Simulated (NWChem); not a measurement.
# One shape, several levels: BSiH3OF2 (SMILES FB(F)O[SiH3])

Aim: a comparison of 6 runs (HF/STO-3G, HF/3-21G, HF/6-31G*, HF/aug-cc-pVDZ, B3LYP/6-31G*) of BSiH3OF2. 

Program for the calculation: NWChem 7.3.0.

## Step 1: The molecule

BSiH3OF2: 8 atoms, total charge 0, spin state singlet. As SMILES, `FB(F)O[SiH3]`. The shape is that of a PBE0-D4/def2-TZVP optimisation.

Bond lengths: F1–B2 1.319 Å, B2–F3 1.328 Å, B2–O4 1.339 Å, O4–Si5 1.661 Å, Si5–H6 1.483 Å, Si5–H7 1.479 Å, Si5–H8 1.483 Å. Angles: F1–B2–F3 117.6°, F1–B2–O4 120.5°, F3–B2–O4 121.9°, B2–O4–Si5 133.7°, O4–Si5–H6 109.6°, O4–Si5–H7 106.3°, O4–Si5–H8 109.6°, H6–Si5–H7 110.5°, H6–Si5–H8 110.2°, H7–Si5–H8 110.5°.

## Step 2: Energy and forces at HF/STO-3G (run 1)

nw.nw reads:

```
start nw
title "BF2H3OSi"
memory total 2200 mb

geometry units angstroms noautosym nocenter noautoz
 F     1.644600   -1.936200    1.091800
 B     0.585700   -1.261700    0.687700
 F    -0.607700   -1.793900    0.922400
 O     0.726600   -0.084400    0.064800
 Si   -0.345100    1.014900   -0.568200
 H    -1.234600    1.517600    0.506100
 H     0.469500    2.116500   -1.124900
 H    -1.146900    0.370000   -1.635500
end

basis spherical bse
 * library STO-3G
end

scf
 thresh 1e-08
 maxiter 80
 print low
end

task scf gradient
```

Launch:

```bash
$ nwchem nw.nw > nw.out
```

Output:

```text
[...]
  functions       =    32
[...]
  wavefunction    = RHF
[...]
         Total SCF energy =   -581.845778530323
      One-electron energy =  -1252.427845494972
      Two-electron energy =    450.153092509668
 Nuclear repulsion energy =    220.428974454981
        Time for solution =      1.2s
[...]
                         RHF ENERGY GRADIENTS
    atom               coordinates                        gradient
                 x          y          z           x          y          z
   1 F       3.107843  -3.658887   2.063203    0.003462  -0.003883   0.002208
   2 B       1.106813  -2.384267   1.299565    0.005328  -0.009359   0.005230
   3 F      -1.148386  -3.389979   1.743083   -0.005980  -0.003516   0.001629
   4 O       1.373075  -0.159493   0.122454   -0.004035   0.013580  -0.007411
   5 Si     -0.652144   1.917883  -1.073742    0.017545  -0.014538   0.008463
   6 H      -2.333056   2.867848   0.956390   -0.017834   0.009851   0.022835
   7 H       0.887226   3.999605  -2.125753    0.017512   0.021999  -0.011053
   8 H      -2.167327   0.699199  -3.090647   -0.015997  -0.014134  -0.021900
 Task  times  cpu:        1.7s     wall:        1.7s
 Total times  cpu:        1.7s     wall:        1.7s
```

Run time: 2.2 s. Hardware: 1 thread of AMD EPYC 9R45 (Zen 5), shared host; peak memory 0.1 GiB.

## Step 3: Energy and gradient at HF/3-21G (run 2)

struct.xyz reads:

```xyz
8

F      1.644600    -1.936200     1.091800
B      0.585700    -1.261700     0.687700
F     -0.607700    -1.793900     0.922400
O      0.726600    -0.084400     0.064800
Si    -0.345100     1.014900    -0.568200
H     -1.234600     1.517600     0.506100
H      0.469500     2.116500    -1.124900
H     -1.146900     0.370000    -1.635500
```

struct.nw reads:

```
echo
start struct
memory 2200 mb

geometry noautosym nocenter noautoz
   load format xyz struct.xyz
end

basis "ao basis" spherical bse
   * library 3-21G
end

scf
   singlet
   rhf
   thresh 1e-08
   maxiter 80
   print low
end

task scf gradient
```

Launch:

```bash
$ nwchem struct.nw > struct.out
```

Output:

```text
[...]
  functions       =    55
[...]
  wavefunction    = RHF
[...]
         Total SCF energy =   -586.180154548665
      One-electron energy =  -1252.612938635152
      Two-electron energy =    446.003809631506
 Nuclear repulsion energy =    220.428974454981
        Time for solution =      1.2s
[...]
                         RHF ENERGY GRADIENTS
    atom               coordinates                        gradient
                 x          y          z           x          y          z
   1 F       3.107843  -3.658887   2.063203   -0.016062   0.014715  -0.008529
   2 B       1.106813  -2.384267   1.299565   -0.016936  -0.008216   0.003671
   3 F      -1.148386  -3.389979   1.743083    0.020433   0.007088  -0.002937
   4 O       1.373075  -0.159493   0.122454    0.000928   0.009134  -0.004828
   5 Si     -0.652144   1.917883  -1.073742    0.008093  -0.021537   0.011809
   6 H      -2.333056   2.867848   0.956390    0.000413  -0.000182   0.001000
   7 H       0.887226   3.999605  -2.125753    0.002662  -0.000087   0.000168
   8 H      -2.167327   0.699199  -3.090647    0.000468  -0.000915  -0.000354
 Task  times  cpu:        1.8s     wall:        1.8s
 Total times  cpu:        1.8s     wall:        1.8s
```

It took 2.3 s on 1 thread of AMD EPYC 9R45 (Zen 5), shared host; peak memory 0.1 GiB.

## Step 4: Energy and forces at HF/6-31G(d) (spherical functions) (run 3)

struct.nw reads:

```
start struct
title "BF2H3OSi"
memory 2200 mb
charge 0

geometry units angstroms noautosym nocenter noautoz
  F      1.644600    -1.936200     1.091800
  B      0.585700    -1.261700     0.687700
  F     -0.607700    -1.793900     0.922400
  O      0.726600    -0.084400     0.064800
  Si    -0.345100     1.014900    -0.568200
  H     -1.234600     1.517600     0.506100
  H      0.469500     2.116500    -1.124900
  H     -1.146900     0.370000    -1.635500
end

basis spherical bse
  * library 6-31G*
end

scf
  thresh 1e-08
  maxiter 80
  noprint "final vectors analysis"
end

task scf gradient
```

Launch:

```bash
$ nwchem struct.nw > struct.out
```

Output:

```text
[...]
  functions       =    80
[...]
  wavefunction    = RHF
[...]
         Total SCF energy =   -589.308571231465
      One-electron energy =  -1256.986247193481
      Two-electron energy =    447.248701507035
 Nuclear repulsion energy =    220.428974454981
        Time for solution =      8.1s
[...]
                         RHF ENERGY GRADIENTS
    atom               coordinates                        gradient
                 x          y          z           x          y          z
   1 F       3.107843  -3.658887   2.063203    0.008223  -0.004327   0.002645
   2 B       1.106813  -2.384267   1.299565   -0.002481   0.000911  -0.000586
   3 F      -1.148386  -3.389979   1.743083   -0.008614  -0.004447   0.002017
   4 O       1.373075  -0.159493   0.122454    0.002702   0.009155  -0.004763
   5 Si     -0.652144   1.917883  -1.073742    0.001668  -0.003476   0.001887
   6 H      -2.333056   2.867848   0.956390   -0.002642   0.001427   0.003868
   7 H       0.887226   3.999605  -2.125753    0.003485   0.003270  -0.001597
   8 H      -2.167327   0.699199  -3.090647   -0.002341  -0.002513  -0.003470
[...]
```

Run time: 13 s. Hardware: 1 thread of AMD EPYC 9R45 (Zen 5), shared host; peak memory 0.1 GiB.

Runs 4 to 5 aren't shown in full; the table further down has their settings and results.

## Step 5: Energy and gradient at B3LYP/6-31G(d) (Cartesian functions) (run 6)

bf2h3osi.nw reads:

```
START bf2h3osi
memory stack 880 mb heap 220 mb global 1100 mb

GEOMETRY noautosym nocenter noautoz
  F      1.644600    -1.936200     1.091800
  B      0.585700    -1.261700     0.687700
  F     -0.607700    -1.793900     0.922400
  O      0.726600    -0.084400     0.064800
  Si    -0.345100     1.014900    -0.568200
  H     -1.234600     1.517600     0.506100
  H      0.469500     2.116500    -1.124900
  H     -1.146900     0.370000    -1.635500
END

BASIS cartesian
  F library 6-31G*
  B library 6-31G*
  O library 6-31G*
  Si library 6-31G*
  H library 6-31G*
END

DFT
  xc b3lyp
  grid xfine
  convergence energy 1e-08
  maxiter 100
  mulliken
END

TASK dft gradient
```

Launch:

```bash
$ nwchem bf2h3osi.nw > bf2h3osi.out
```

Output:

```text
[...]
          Wavefunction type:  closed shell.
          No. of atoms     :     8
          No. of electrons :    48
[...]
          Charge           :     0
          Spin multiplicity:     1
[...]
          AO basis - number of functions:    85
[...]
              XC Information
              --------------
                         B3LYP Method XC Potential
                     Hartree-Fock (Exact) Exchange  0.200
                        Slater Exchange Functional  0.800 local
                    Becke 1988 Exchange Functional  0.720 non-local
              Lee-Yang-Parr Correlation Functional  0.810
                  VWN I RPA Correlation Functional  0.190 local
[...]
 d= 0,ls=0.0,diis     1   -591.1543745335 -8.12D+02  1.47D-02  1.03D+00     2.1
[...]
 d= 0,ls=0.0,diis    10   -591.2616403602 -4.47D-10  9.23D-08  1.02D-10    18.2
         Total DFT energy =     -591.261640360206
      One electron energy =    -1257.302277456647
           Coulomb energy =      501.432580323456
    Exchange-Corr. energy =      -55.820917681997
 Nuclear repulsion energy =      220.428974454981
[...]
      Total Density - Mulliken Population Analysis
     ---------------------------------------------
    Atom       Charge   Shell Charges
 -----------   ------   -------------------------------------------------------
    1 F    9     9.22   1.99  0.96  3.34  0.87  1.98  0.08
    2 B    5     4.39   1.99  0.50  1.37  0.07  0.28  0.18
    3 F    9     9.24   1.99  0.95  3.34  0.89  1.99  0.07
    4 O    8     8.49   1.99  0.89  3.00  0.86  1.72  0.02
    5 Si  14    13.45   2.00  1.99  5.96  1.02  1.80  0.22  0.26  0.20
    6 H    1     1.07   0.51  0.56
    7 H    1     1.07   0.52  0.56
    8 H    1     1.07   0.51  0.56
[...]
  wavefunction    = closed shell
[...]
```

It took 24 s on 1 thread of AMD EPYC 9R45 (Zen 5), shared host; peak memory 0.15 GiB.

## Step 6: All runs side by side

```
run                               level  iteration cap  module  energy (Eh)  largest force (eV/Å)  wall time
  1                           HF/STO-3G             80     scf  -581.845779                 1.574      2.2 s
  2                            HF/3-21G             80     scf  -586.180155                 1.330      2.3 s
  3     HF/6-31G* (spherical functions)             80     scf  -589.308571                 0.549       13 s
  4                      HF/aug-cc-pVDZ             80     scf  -589.356105                 1.228    1.8 min
  5  B3LYP/6-31G* (spherical functions)            100     dft  -591.256124                 0.382       23 s
  6  B3LYP/6-31G* (Cartesian functions)            100     dft  -591.261640                 0.367       24 s
```

## Step 7: What came out

| quantity | value |
| --- | --- |
| run 6: total energy | -591.26164 Eh |
| run 6: dipole moment | 1.69 D |
| run 6: HOMO energy | -9.24 eV |
| run 6: LUMO energy | 0.01 eV |
| run 6: HOMO–LUMO gap | 9.25 eV |
| run 6: largest force on an atom | 0.367 eV/Å |

Over runs 3, 4, 5, 6 the dipole moment (its size) runs from 1.69 D (B3LYP/6-31G*) to 1.93 D (HF/aug-cc-pVDZ). The two ends differ in method and basis. Over runs 4, 5, 6 the HOMO–LUMO gap runs from 9.25 eV (B3LYP/6-31G*) to 14.10 eV (HF/aug-cc-pVDZ). In run 1 the basis is minimal, so the values are rough. All runs together took 2.9 min, the longest 1.8 min.
